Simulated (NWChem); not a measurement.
# CH4OSe (SMILES OC[SeH]) at 4 levels

We compute a comparison of 4 runs (HF/STO-3G, HF/3-21G, B3LYP/6-31G*) of CH4OSe. 

Program for the calculation: NWChem 7.3.0.

### Step 1. The structure to begin with

The species is CH4OSe (7 atoms), meant as a singlet with charge 0. As SMILES, `OC[SeH]`. The shape is that of a PBE0-D4/def2-TZVP optimisation. This is one conformer, not always the lowest.

Bond lengths: O1–C2 1.389 Å, C2–Se3 1.972 Å, O1–H4 0.961 Å, C2–H5 1.093 Å, C2–H6 1.089 Å, Se3–H7 1.469 Å. Angles: O1–C2–Se3 115.1°, O1–C2–H5 113.4°, O1–C2–H6 107.2°, Se3–C2–H5 106.5°, Se3–C2–H6 105.2°, C2–O1–H4 109.0°, C2–Se3–H7 94.9°, H5–C2–H6 109.1°.

### Step 2. Energy and forces at HF/STO-3G (run 1)

Input file ch4ose.nw:

```
start ch4ose
title "CH4OSe gradient"
memory 2200 mb
charge 0

geometry units angstroms noautosym nocenter noautoz
  O    -1.222600    0.229600   -0.674700
  C    -0.123100    0.502100    0.129000
  Se    1.561800   -0.345200   -0.446000
  H    -1.354000   -0.721900   -0.711900
  H    -0.269800    0.220900    1.174900
  H     0.060900    1.573500    0.070800
  H     1.408200   -1.527100    0.412400
end

basis "ao basis" spherical bse
  * library STO-3G
end

scf
  singlet
  rhf
  thresh 1e-08
  maxiter 80
  print low
end

task scf gradient
```

Started as:

```bash
$ nwchem ch4ose.nw > ch4ose.out
```

What it wrote:

```text
[...]
  functions       =    32
[...]
  wavefunction    = RHF
[...]
         Total SCF energy =  -2487.099699902024
      One-electron energy =  -3831.860026040606
      Two-electron energy =   1168.748384100453
 Nuclear repulsion energy =    176.011942038129
        Time for solution =      1.1s
[...]
                         RHF ENERGY GRADIENTS
    atom               coordinates                        gradient
                 x          y          z           x          y          z
   1 O      -2.310379   0.433881  -1.274998    0.029059  -0.037241   0.021737
   2 C      -0.232625   0.948831   0.243775   -0.036329   0.008128  -0.009701
   3 Se      2.951374  -0.652333  -0.842818    0.002422   0.011922  -0.010355
   4 H      -2.558689  -1.364193  -1.345296   -0.000851   0.036180  -0.004588
   5 H      -0.509848   0.417440   2.220239    0.003324  -0.002117  -0.003694
   6 H       0.115084   2.973484   0.133793    0.003577  -0.004033  -0.002927
   7 H       2.661112  -2.885801   0.779323   -0.001203  -0.012839   0.009529
 Task  times  cpu:        1.5s     wall:        1.5s
 Total times  cpu:        1.5s     wall:        1.5s
```

Run time: 2 s. Hardware: 1 thread of AMD EPYC 9R45 (Zen 5), shared host; peak memory 0.099 GiB.

### Step 3. Energy and gradient at HF/3-21G (run 2)

Input file work.xyz:

```xyz
7

O     -1.222600     0.229600    -0.674700
C     -0.123100     0.502100     0.129000
Se     1.561800    -0.345200    -0.446000
H     -1.354000    -0.721900    -0.711900
H     -0.269800     0.220900     1.174900
H      0.060900     1.573500     0.070800
H      1.408200    -1.527100     0.412400
```

Input file run.py:

```python
from ase.io import read
from ase.calculators.nwchem import NWChem

molecule = read('work.xyz')

calc = NWChem(
    label='work',
    theory='scf',
    memory='2200 mb',
    basis='3-21G',
    basispar='spherical bse',
    scf={'nopen': '0', 'rhf': None, 'thresh': '1e-08', 'maxiter': '80'},
)
molecule.calc = calc

forces = molecule.get_forces()
print(f"energy = {molecule.get_potential_energy():.6f} eV")
print("forces (eV/A):")
for s, f in zip(molecule.symbols, forces):
    print(f"{s:2s} {f[0]:10.5f} {f[1]:10.5f} {f[2]:10.5f}")
print("dipole (e A):", molecule.get_dipole_moment().round(4))
```

Started as:

```bash
$ export ASE_NWCHEM_COMMAND="nwchem PREFIX.nwi > PREFIX.nwo"
$ python run.py
```

What it wrote:

```text
energy = -68106.404486 eV
forces (eV/A):
O    -0.71379   -0.30154   -0.53150
C     0.69487    1.11781    1.23305
Se    0.46537   -0.18126   -0.23207
H    -0.34412   -0.22785   -0.23258
H     0.00566    0.21057   -0.37944
H    -0.15077   -0.47622    0.09755
H     0.04278   -0.14151    0.04505
dipole (e A): [-0.0386 -0.2724  0.366 ]
```

The calculator wrote work.nwi:

```
title "work"

permanent_dir work

scratch_dir work

start work

geometry units angstrom nocenter noautosym noautoz
  O  -1.2225999999999999e+00 2.2960000000000000e-01 -6.7469999999999997e-01
  C  -1.2310000000000000e-01 5.0209999999999999e-01 1.2900000000000000e-01
  Se 1.5618000000000001e+00 -3.4520000000000001e-01 -4.4600000000000001e-01
  H  -1.3540000000000001e+00 -7.2189999999999999e-01 -7.1189999999999998e-01
  H  -2.6979999999999998e-01 2.2090000000000001e-01 1.1749000000000001e+00
  H  6.0900000000000003e-02 1.5734999999999999e+00 7.0800000000000002e-02
  H  1.4081999999999999e+00 -1.5270999999999999e+00 4.1239999999999999e-01
end

memory 2200 mb

basis spherical bse noprint
   * library 3-21G
end

scf
  nopen 0
  rhf
  thresh 1e-08
  maxiter 80
end

task scf gradient
```

work.nwo:

```text
Northwest Computational Chemistry Package (NWChem) 7.3.0
             --------------------------------------------------------

           Job information
           ---------------

    nwchem branch   = 7.3.0
    use scalapack   = T
    input           = work.nwi
    prefix          = work.
    data base       = work/work.db
    status          = startup
    nproc           =        1

           Memory information
           ------------------

[... 5 lines left out ...]
    hardfail = no
[... 136 lines left out ...]
         Quadratically convergent ROHF
[... 15 lines left out ...]
       Final RHF  results
[... 4 lines left out ...]
      Two-electron energy =   1159.339160910348
[... 45 lines left out ...]
                       ROHF Final Molecular Orbital Analysis
[... 213 lines left out ...]
                 ----------------------------------------
                 |  Time  |  1-e(secs)   |  2-e(secs)   |
                 ----------------------------------------
                 |  CPU   |       0.00   |       0.44   |
                 ----------------------------------------
                 |  WALL  |       0.00   |       0.44   |
                 ----------------------------------------

 Task  times  cpu:        1.9s     wall:        1.9s
 Total times  cpu:        1.9s     wall:        1.9s
```

It took 2.7 s on 1 thread of AMD EPYC 9R45 (Zen 5), shared host; peak memory 0.099 GiB.

Run 3 isn't shown in full; the table further down has it.

### Step 4. Energy and gradient at B3LYP/6-31G(d) (Cartesian functions) (run 4)

Input file run.nw:

```
start run
memory total 2200 mb
charge 0
geometry units angstrom noautosym nocenter noautoz
O       -1.222600       0.229600      -0.674700
C       -0.123100       0.502100       0.129000
Se       1.561800      -0.345200      -0.446000
H       -1.354000      -0.721900      -0.711900
H       -0.269800       0.220900       1.174900
H        0.060900       1.573500       0.070800
H        1.408200      -1.527100       0.412400
end
basis
* library 6-31G*
end
dft
xc b3lyp
grid xfine
convergence energy 1e-08
iterations 100
mulliken
end
task dft gradient
```

Started as:

```bash
$ nwchem run.nw > run.out
```

What it wrote:

```text
[...]
          Wavefunction type:  closed shell.
          No. of atoms     :     7
          No. of electrons :    52
[...]
          Charge           :     0
          Spin multiplicity:     1
[...]
          AO basis - number of functions:    73
[...]
              XC Information
              --------------
                         B3LYP Method XC Potential
                     Hartree-Fock (Exact) Exchange  0.200
                        Slater Exchange Functional  0.800 local
                    Becke 1988 Exchange Functional  0.720 non-local
              Lee-Yang-Parr Correlation Functional  0.810
                  VWN I RPA Correlation Functional  0.190 local
[...]
 d= 0,ls=0.0,diis     1  -2516.9358324583 -2.69D+03  1.45D-02  1.69D+00     1.6
[...]
 d= 0,ls=0.0,diis    10  -2517.0069568501 -3.23D-09  4.84D-07  1.93D-09    12.2
         Total DFT energy =    -2517.006956850059
      One electron energy =    -3850.735851161033
           Coulomb energy =     1260.367440158433
    Exchange-Corr. energy =     -102.650487885588
 Nuclear repulsion energy =      176.011942038129
[...]
      Total Density - Mulliken Population Analysis
     ---------------------------------------------
    Atom       Charge   Shell Charges
 -----------   ------   -------------------------------------------------------
    1 O    8     8.57   1.99  0.90  2.93  0.95  1.76  0.03
    2 C    6     6.13   1.99  0.69  2.01  0.57  0.81  0.05
    3 Se  34    34.14   2.00  1.99  6.00  1.93  5.98  1.56  3.17  0.35  1.00  6.99  2.96  0.21
    4 H    1     0.60   0.48  0.12
    5 H    1     0.84   0.53  0.31
    6 H    1     0.81   0.53  0.28
    7 H    1     0.91   0.48  0.43
[...]
  wavefunction    = closed shell
[...]
```

Run time: 17 s. Hardware: 1 thread of AMD EPYC 9R45 (Zen 5), shared host; peak memory 0.14 GiB.

### Step 5. The series

| run | level | iteration cap | module | energy (Eh) | largest force (eV/Å) | wall time |
| --- | --- | --- | --- | --- | --- | --- |
| 1 | HF/STO-3G | 80 | scf | -2487.099700 | 2.674 | 2 s |
| 2 | HF/3-21G | 80 | scf | -2502.864221 | 1.804 | 2.7 s |
| 3 | B3LYP/6-31G* (spherical functions) | 100 | dft | -2516.997364 | 0.629 | 17 s |
| 4 | B3LYP/6-31G* (Cartesian functions) | 100 | dft | -2517.006957 | 0.643 | 17 s |

### Step 6. Results

| quantity | value |
| --- | --- |
| run 4: total energy | -2517.00696 Eh |
| run 4: dipole moment | 1.90 D |
| run 4: HOMO energy | -6.44 eV |
| run 4: LUMO energy | 0.05 eV |
| run 4: HOMO–LUMO gap | 6.49 eV |
| run 4: largest force on an atom | 0.643 eV/Å |

In words: Over runs 2, 3, 4 the dipole moment (its size) runs from 1.90 D (B3LYP/6-31G*) to 2.20 D (HF/3-21G). The two ends differ in method and basis. Over runs 2, 3, 4 the HOMO–LUMO gap runs from 6.49 eV (B3LYP/6-31G*) to 13.64 eV (HF/3-21G). In run 1 the basis is minimal, so the values are rough. All runs together took 38 s, the longest 17 s.
